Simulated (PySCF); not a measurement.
# C6H7FGe: the cost of one run

Programs: PySCF 2.14.0, with density-fitted response routines of our own. Each step states its level of theory. These are calculated values for one molecule in the gas phase, unless marked as measured. Atoms count from 0, in the outputs and in this text.

## 1. Starting geometry

15 atoms, charge 0, multiplicity 1; geometry from: GFN2-xTB.

Bonds of the start (Å): C0–C1 1.34, C1–Ge2 1.96, C1–C3 1.41, C3–C4 1.21, C4–C5 1.40, C5–C6 1.33, C6–F7 1.34, C0–H8 1.08, C0–H9 1.08, Ge2–H10 1.50, Ge2–H11 1.50, Ge2–H12 1.50, C5–H13 1.08, C6–H14 1.08.

## 2. Ultraviolet spectrum: CAM-B3LYP/def2-SVPD

The job: settings as JSON, then the geometry in Å.

```
{"job": {"kind": "uv", "xc": "CAM-B3LYP", "basis": "def2-SVPD", "nstates": 8, "ntriplets": 3}, "charge": 0, "multiplicity": 1}
C     -1.473869    -1.890424    -0.330000
C     -1.250673    -0.574202    -0.286114
Ge    -2.706071     0.740020    -0.356907
C      0.051729    -0.055387    -0.192643
C      1.149111     0.448766    -0.119383
C      2.441590     0.990402    -0.042692
C      3.560636     0.272965    -0.116605
F      3.558673    -1.058887    -0.270505
H     -0.669375    -2.609072    -0.291100
H     -2.476548    -2.280931    -0.405835
H     -2.552718     1.640071    -1.541118
H     -2.698527     1.612085     0.857835
H     -4.022401     0.035988    -0.445537
H      2.522638     2.061254     0.078742
H      4.561391     0.675341    -0.065706
```

With the program's defaults for keys left out, this is: TDDFT CAM-B3LYP/def2-SVPD, vertical, gas phase, core orbitals frozen in the response.

Started as:

```
$ OMP_NUM_THREADS=1 python probes_run.py task.json out
```

One launch serves the whole session: the jobs run in the order shown.

Q: Estimate the wall time and peak memory of this job on 1 thread of Arm Neoverse V2, shared host.

About 75 s, with a peak of 1.1 GiB.
